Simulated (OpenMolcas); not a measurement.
# Cr²⁺ among point charges: CASSCF levels and susceptibility

How does a field of 4 point charges split the states of Cr²⁺, and what χT follows?

Program: OpenMolcas 26.06. Level of theory: state-averaged CASSCF, spin-orbit coupling by RASSI with atomic mean-field integrals. These are calculated values, not measurements, unless marked.

1 further run of the same task is left out (it didn't finish).

## 1. The atom as given

| Item | Value |
| --- | --- |
| Species | Cr²⁺ (chromium, Z = 24, 22 electrons) |
| Basis | ANO-RCC-VDZP [5s4p2d1f], 34 functions |
| Scalar Hamiltonian | DKH2, point nucleus |
| Inactive shells | 1s 2s 2p 3s 3p |
| Active space | 4 electrons in 5 orbitals (3d) |
| Some configurations of this space | 3d4 |
| Orbitals | optimised for each spin and parity, averaged over all roots |

The outer shells:

3d4
```
3d [↑ ][↑ ][↑ ][↑ ][  ]
```

The ion sits among 4 point charges of -2.5 e arranged as a square (D4h), 1.79 Å from the ion. The active orbitals were held to one l.

Each step is its own input file, run in one work folder so that later steps find the files of earlier ones. Labels, J, g values, rates, χT and fits are worked out afterwards by a script from the matrices that RASSI stores. The input lists half of the charges; inversion (Group=XYZ) makes the rest.

## 2. GATEWAY and SEWARD: basis and integrals

Input file a.inp:

```
&GATEWAY
Coord
1

Cr 0.0 0.0 0.0
Basis=ANO-RCC-VDZP
Group=XYZ
NoMove
AngMom=0.0 0.0 0.0
AMFI
XField
2 Angstrom 0
1.790000 0.000000 0.000000 -2.500000
0.000000 1.790000 0.000000 -2.500000
&SEWARD
```

Started as:

```bash
$ OMP_NUM_THREADS=1 MOLCAS_MEM=1689 MOLCAS_PROJECT=a pymolcas a.inp > a.log
```

## 3. Reference wave functions, quintets of even parity, 5 roots

Input file a.inp:

```
&RASSCF
FileOrb=start.orb
Symmetry=1
Spin=5
nActEl=4 0 0
Inactive=3 6
Ras2=5 0
CIRoot=5 5 1
SDav=5
CIMx=300
Iter=120 100
PrWF=0.3
OrbListing=Nothing
MaxOrb=0
SupSym
1
10 4 5 6 7 8 11 12 13 14 15
0
>>> COPY $Project.JobIph JOB001
```

start.orb holds the contracted functions of the basis, ordered by shell, or the orbitals of the step before.

## 4. CASSCF: triplets of even parity, 45 roots

Input file a.inp:

```
&RASSCF
FileOrb=start.orb
Symmetry=1
Spin=3
nActEl=4 0 0
Inactive=3 6
Ras2=5 0
CIRoot=45 45 1
SDav=45
CIMx=300
Iter=120 100
PrWF=0.3
OrbListing=Nothing
MaxOrb=0
SupSym
1
10 4 5 6 7 8 11 12 13 14 15
0
>>> COPY $Project.JobIph JOB002
```

## 5. Reference wave functions, singlets of even parity, 50 roots

Input file a.inp:

```
&RASSCF
FileOrb=start.orb
Symmetry=1
Spin=1
nActEl=4 0 0
Inactive=3 6
Ras2=5 0
CIRoot=50 50 1
SDav=50
CIMx=300
Iter=120 100
PrWF=0.3
OrbListing=Nothing
MaxOrb=0
SupSym
1
10 4 5 6 7 8 11 12 13 14 15
0
>>> COPY $Project.JobIph JOB003
```

## 6. RASSI: spin-orbit coupling between the states

Input file a.inp:

```
&RASSI
NrOfJobIphs=3 5 45 50
1 2 3 4 5
1 2 3 4 5 6 7 8 9 10 11 12 13 14 15 16 17 18 19 20 21 22 23 24 25 26 27
28 29 30 31 32 33 34 35 36 37 38 39 40 41 42 43 44 45
1 2 3 4 5 6 7 8 9 10 11 12 13 14 15 16 17 18 19 20 21 22 23 24 25 26 27
28 29 30 31 32 33 34 35 36 37 38 39 40 41 42 43 44 45 46 47 48 49 50
IphNames
JOB001
JOB002
JOB003
EJob
SpinOrbit
DIPRint=1.0
SOCoupling=1000.0
Subsets=2
Property=9
'ANGMOM' 1 'ANGMOM' 2 'ANGMOM' 3 'MLTPL  1' 1 'MLTPL  1' 2 'MLTPL  1' 3
'AMFI' 1 'AMFI' 2 'AMFI' 3
SOProperty=3
'ANGMOM' 1 'ANGMOM' 2 'ANGMOM' 3
```

Q: Predict the outcome of this session. Wanted: spin-free ground state; first state of the same spin within the active space; lowest level; next level.

The runs gave:

| quantity | value |
| --- | --- |
| method | CASSCF |
| spin-free ground state | 5B1, 1-fold in its orbital part |
| first state of the same spin within the active space | 5B2 at 10800 cm⁻¹ |
| lowest level | 2-fold, g = 0.00, 0.00, 7.80 |
| next level | 7.2 cm⁻¹ |
| χT at 300 K | 2.97 cm³ K/mol |
| effective moment at 300 K | 4.87 μB |

**Reading.** The spin-free ground state (5B1) comes to 100 % from free-ion D terms and keeps the highest spin of the shell. χT at 300 K is 2.97, against 3.01 cm³ K/mol for the spin alone; near agreement at one temperature doesn't show that the orbital moment is quenched. An active space of the d shell alone favours high spin; real ions in strong fields can be low spin. The field of point charges can differ much from that of real complexes. With metal d orbitals alone active, the gaps between spin states are rough; where two lie within a few thousand cm-1, their order is open. Point charges carry no covalency, so the field is a model and not that of real ligands.
